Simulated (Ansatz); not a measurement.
This was printed by a script on the Python package of Ansatz (0.2.0), for a geometry optimisation of CH7FSSi2, SMILES FC([SiH3])[SiH2]S. What did the script look like? Use: Hartree-Fock, def2-SVP basis, multiplicity 1.

| atom | x (Å) | y (Å) | z (Å) |
| --- | --- | --- | --- |
| F | -0.9174 | 1.1810 | 0.8803 |
| C | -0.7022 | 0.0284 | 0.2613 |
| Si | 0.1040 | -1.0928 | 1.4368 |
| Si | 0.5515 | 0.3004 | -1.1296 |
| S | -0.4096 | 1.6015 | -2.5949 |
| H | -1.6528 | -0.3641 | -0.0805 |
| H | 1.4476 | -0.5392 | 1.9622 |
| H | 0.4618 | -2.3983 | 0.8237 |
| H | -0.7289 | -1.3463 | 2.6681 |
| H | 1.7542 | 0.9204 | -0.6686 |
| H | 0.7809 | -0.9803 | -1.8099 |
| H | -0.6122 | 2.6341 | -1.7149 |

Output of `python ch7fssi2_opt.py`:
```text
step   1  E = -30377.415445 eV  max force 3.0029 eV/A
step   2  E = -30377.793223 eV  max force 1.4828 eV/A
step   3  E = -30377.885346 eV  max force 0.5767 eV/A
step   4  E = -30377.896939 eV  max force 0.2214 eV/A
step   5  E = -30377.904107 eV  max force 0.1520 eV/A
step   6  E = -30377.907371 eV  max force 0.0749 eV/A
step   7  E = -30377.908805 eV  max force 0.0476 eV/A
step   8  E = -30377.909066 eV  max force 0.0367 eV/A
step   9  E = -30377.908640 eV  max force 0.0676 eV/A
step  10  E = -30377.909259 eV  max force 0.0087 eV/A
E = -30377.909259 eV = -1116.3675744 Ha
converged: True  doubts: none
bond        before    after (A)
F0-C1        1.3259   1.3970
C1-Si2       1.8135   1.9089
C1-Si3       1.8922   1.9035
C1-H5        1.0838   1.0934
Si2-H6       1.5452   1.4798
Si2-H7       1.4860   1.4830
Si2-H8       1.5080   1.4785
Si3-S4       2.1826   2.1510
Si3-H9       1.4295   1.4775
Si3-H10      1.4682   1.4778
S4-H11       1.3718   1.3368
angle F0-C1-Si2: 107.44 deg
angle F0-C1-Si3: 106.53 deg
angle F0-C1-H5: 107.20 deg
angle Si2-C1-Si3: 118.28 deg
angle Si2-C1-H5: 108.56 deg
angle Si3-C1-H5: 108.34 deg
angle C1-Si2-H6: 109.94 deg
angle C1-Si2-H7: 108.33 deg
```

One script that gives this output:

`ch7fssi2_opt.py`
```python
"""Relax the CH7FSSi2 molecule."""

import ansatz as az
import numpy as np

GEOMETRY = """
F    -0.91740    1.18100    0.88030
C    -0.70220    0.02840    0.26130
Si    0.10400   -1.09280    1.43680
Si    0.55150    0.30040   -1.12960
S    -0.40960    1.60150   -2.59490
H    -1.65280   -0.36410   -0.08050
H     1.44760   -0.53920    1.96220
H     0.46180   -2.39830    0.82370
H    -0.72890   -1.34630    2.66810
H     1.75420    0.92040   -0.66860
H     0.78090   -0.98030   -1.80990
H    -0.61220    2.63410   -1.71490
"""

mol = az.Crystal.molecule()
for line in GEOMETRY.strip().splitlines():
    symbol, *xyz = line.split()
    mol = mol.atom(symbol, [float(v) for v in xyz])

base = (
    mol.calculation()
    .basis(gaussian="def2-SVP")
    .functional("HF")
)
symbols = [site.symbol for site in mol.cartesian_sites]
start = np.array([site.position_ang for site in mol.cartesian_sites], dtype=float)
def progress(event):
    if event["event"] == "relax_step":
        row = event["data"]
        print(f"step {row['step']:3d}  E = {row['lagrangian_ev']:.6f} eV  max force {row['allowed_force_max_ev_ang']:.4f} eV/A")


r = base.relax(force_tolerance=0.01, max_steps=100).session().plan().execute(on_event=progress).report
end = np.array(r["positions_ang"])

print(f"E = {r['free_energy_ev']:.6f} eV = {r['free_energy_ev'] / 27.211386246:.7f} Ha")
print("converged:", r["converged"], " doubts:", r["published_state_doubts"] or "none")

print("bond        before    after (A)")
for i, j in [(0, 1), (1, 2), (1, 3), (1, 5), (2, 6), (2, 7), (2, 8), (3, 4), (3, 9), (3, 10), (4, 11)]:
    d0, d1 = (np.linalg.norm(xyz[i] - xyz[j]) for xyz in (start, end))
    print(f"{symbols[i]}{i}-{symbols[j]}{j}".ljust(10), f"{d0:8.4f} {d1:8.4f}")
for i, j, k in [(0, 1, 2), (0, 1, 3), (0, 1, 5), (2, 1, 3), (2, 1, 5), (3, 1, 5), (1, 2, 6), (1, 2, 7)]:
    u, v = end[i] - end[j], end[k] - end[j]
    print(f"angle {symbols[i]}{i}-{symbols[j]}{j}-{symbols[k]}{k}: {np.degrees(np.arccos(np.clip(u @ v / np.linalg.norm(u) / np.linalg.norm(v), -1, 1))):.2f} deg")
with open("ch7fssi2_opt.xyz", "w") as handle:
    handle.write(f"{len(symbols)}\nrelaxed CH7FSSi2\n")
    handle.writelines(f"{s:2s} {x:11.6f} {y:11.6f} {z:11.6f}\n" for s, (x, y, z) in zip(symbols, end))
```

The settings weren't tested for convergence. The end point is the stationary point reached from this start; no frequency run checks that it is a minimum, and the basis set is modest. Wall time of the script: 40 s on 1 thread of Arm Neoverse V1, on a shared host, peak memory 0.33 GiB.

(Lines on the test bed's own set-up are left out of the output.)
